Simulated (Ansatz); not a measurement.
# BH7O3Si2: the cost of one run

Program: Ansatz 0.2.0, Gaussian basis. Level of theory: the settings change from run to run. These are calculated values, not measurements.

## Step 1: The molecule

An earlier PBE0-D4 in a triple-zeta def2 set relaxation fixed the geometry.

SMILES `OB(O[SiH3])O[SiH3]`, 13 atoms, charge 0, spin multiplicity 1.

Atoms are counted from 1 here; the program's logs count them from 0.

Bond lengths: O1–B2 1.364 Å, O1–H7 0.960 Å, B2–O3 1.365 Å, B2–O5 1.364 Å, O3–Si4 1.655 Å, Si4–H8 1.484 Å, Si4–H9 1.482 Å, Si4–H10 1.484 Å, O5–Si6 1.653 Å, Si6–H11 1.482 Å, Si6–H12 1.484 Å, Si6–H13 1.484 Å. Angles: B2–O1–H7 112.5°, O1–B2–O3 120.7°, O1–B2–O5 119.2°, O3–B2–O5 120.1°, B2–O3–Si4 128.5°, O3–Si4–H8 110.6°, O3–Si4–H9 106.3°, O3–Si4–H10 110.6°, H8–Si4–H9 109.8°, H8–Si4–H10 109.8°, H9–Si4–H10 109.8°, B2–O5–Si6 130.8°, O5–Si6–H11 106.3°, O5–Si6–H12 110.5°, O5–Si6–H13 110.5°, H11–Si6–H12 109.8°, H11–Si6–H13 109.8°, H12–Si6–H13 109.8°.

## Step 2: B97M-V/def2-mTZVPP

Set apart from the defaults: multiplicity 3, atoms shaken by 0.15 Å, high accuracy.

in.yaml reads:

```yaml
crystal:
  periodic: [false, false, false]
  atoms:
    - {symbol: O, position_ang: [-0.373277, 1.471680, 1.311843]}
    - {symbol: B, position_ang: [-0.274277, 1.039258, -0.063190]}
    - {symbol: O, position_ang: [-1.366290, 0.304448, -0.502759]}
    - {symbol: Si, position_ang: [-1.495661, -0.811625, -2.022498]}
    - {symbol: O, position_ang: [1.033492, -0.107417, 0.247045]}
    - {symbol: Si, position_ang: [2.254864, -0.248731, 1.348907]}
    - {symbol: H, position_ang: [-1.130509, 2.326877, 1.031861]}
    - {symbol: H, position_ang: [-0.175511, -0.734055, -2.789560]}
    - {symbol: H, position_ang: [-2.775725, -0.481731, -2.495781]}
    - {symbol: H, position_ang: [-1.520526, -2.224871, -1.106919]}
    - {symbol: H, position_ang: [3.078365, -1.089254, 0.784193]}
    - {symbol: H, position_ang: [1.469140, -0.386229, 2.881525]}
    - {symbol: H, position_ang: [2.849008, 1.053261, 1.046702]}
basis:
  gaussian: {orbitals: def2-mTZVPP}
magnetization: {spin_polarized: true, initial_magnetization: 2}
hamiltonian: {xc: {name: B97M-V}}
accuracy: high
output: {forces: true}
```

Run with:

```
> ansatz run in.yaml --threads 4 --pin off --events-out ev --progress --plain --max-ram 11315MiB
```

**Question.** How long does this run take on 4 threads of Arm Neoverse V2, shared host, and how much memory does it need?

About 1.8 min, with a peak of 1.9 GiB.
